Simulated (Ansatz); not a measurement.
**SnH₂+ (doublet): the correlation ladder at distance Sn1–H2 = 2.298 Å, def2-SVP**

Aim: climb from Hartree-Fock through coupled cluster and multireference methods for SnH₂+ (doublet) at one geometry and basis, and see what each rung misses.

Program: Ansatz 0.2.0, Gaussian basis. Level of theory: def2-SVP, core rule «outside noble gas», up to 9 orbitals frozen. These are calculated values, not measurements.

To be run: UHF; CCSD(T) on ROHF; CCSD(T) on UHF; BCCD(T) on ROHF; CISD; CCSDT(Q) on ROHF; CCSDT(Q) on UHF; CISDTQ; CASSCF and MRCISD+Q, 3 electrons in 3 orbitals; CASSCF and NEVPT2, 3 electrons in 3 orbitals; CASSCF and MRCISD+Q, 5 electrons in 6 orbitals; CASSCF and MRCISD+Q(relaxed), 5 electrons in 6 orbitals; CASSCF and NEVPT2, 5 electrons in 6 orbitals; Full CI.

25 further runs of the same task are left out: 6 for a known fault of the program, 19 that didn't finish.

### 1 The geometry

The geometry derives from a PBE0/def2-TZVP stationary point (not a proven minimum). One bond is set to the value named and the two fragments are kept rigid. No spin-orbit coupling is included. Elements past krypton take def2 core potentials.

3 atoms, charge 1, spin multiplicity 2.

Atoms are counted from 1 here; the program's logs count them from 0.

Bond lengths: Sn1–H3 1.655 Å.

### 2 UHF

The input, in.yaml:

```yaml
crystal:
  periodic: [false, false, false]
  atoms:
    - {symbol: Sn, position_ang: [0.000000, 0.000000, 0.214200]}
    - {symbol: H, position_ang: [0.000000, 0.000000, -2.083800]}
    - {symbol: H, position_ang: [0.000000, 0.000000, 1.869600]}
basis:
  gaussian: {orbitals: def2-SVP}
total_charge: 1
magnetization: {spin_polarized: true, initial_magnetization: 1}
hamiltonian: {xc: hf}
output: {orbitals: {seedname: orbitals}}
```

Started as:

```bash
ansatz run in.yaml --threads 1 --pin off --events-out ev --progress --plain --max-ram 2393MiB
```

Further steps of the session: CCSD(T) on ROHF; CCSD(T) on UHF; BCCD(T) on ROHF; CISD; CCSDT(Q) on ROHF; CCSDT(Q) on UHF; CISDTQ; CASSCF and MRCISD+Q, 3 electrons in 3 orbitals; CASSCF and NEVPT2, 3 electrons in 3 orbitals; CASSCF and MRCISD+Q, 5 electrons in 6 orbitals; CASSCF and MRCISD+Q(relaxed), 5 electrons in 6 orbitals; CASSCF and NEVPT2, 5 electrons in 6 orbitals; Full CI.

Before running them: what should the planned runs give, taken together? Wanted: FCI below the RHF energy; RMP2 from FCI; UMP2 from FCI; RCCSD from FCI; RCCSD(T) from FCI; UCCSD(T) from FCI; RCCSDT(Q) from FCI; UCCSDT(Q) from FCI; NEVPT2 pair from FCI.

**Answer**, as computed:

```
                         quantity                                                                                                                                                        value
         FCI below the RHF energy                                                                                                                                                   -2.0913 eV
                    RMP2 from FCI                                                                                                                                                 +60.9 kJ/mol
                    UMP2 from FCI                                                                                                                                                 +58.5 kJ/mol
                   RCCSD from FCI                                                                                                                                                  +4.1 kJ/mol
                RCCSD(T) from FCI                                                                                                                                                  +1.3 kJ/mol
                UCCSD(T) from FCI                                                                                                                                                  +1.2 kJ/mol
               RCCSDT(Q) from FCI                                                                                                                                                   0.0 kJ/mol
               UCCSDT(Q) from FCI                                                                                                                                                   0.0 kJ/mol
             NEVPT2 pair from FCI                                                                                                                                                 +50.1 kJ/mol
           MRCISD+Q pair from FCI                                                                                                                                                  -3.6 kJ/mol
          NEVPT2 valence from FCI                                                                                                                                                 +26.7 kJ/mol
levels within 1 kcal/mol (43 meV)  RCCSD, UCCSD, RCCSD(T), UCCSD(T), BCCD(T), RCCSDT, UCCSDT, RCCSDT(Q), UCCSDT(Q), MRCISD+Q pair, MRCISD valence, MRCISD+Q valence, MRCISD+Q(relaxed) valence
                    T1 diagnostic                                                                                                                                                        0.035
   effectively unpaired electrons                                                                                                                                                         1.05
```

RCCSD(T) lands +1.3 kJ/mol from the yardstick (0.6 % of the correlation energy). MRCISD+Q pair, MRCISD+Q(relaxed) valence fall below full CI: the +Q correction isn't variational, and the cores differ from full CI's. One determinant dominates. Of the multireference levels listed MRCISD+Q(relaxed) valence comes nearest in total energy (-1.5 kJ/mol), which doesn't show that its space is the better one. These misses are within one basis, not against nature; the frozen cores of restricted and unrestricted runs differ, which can shift their rows.
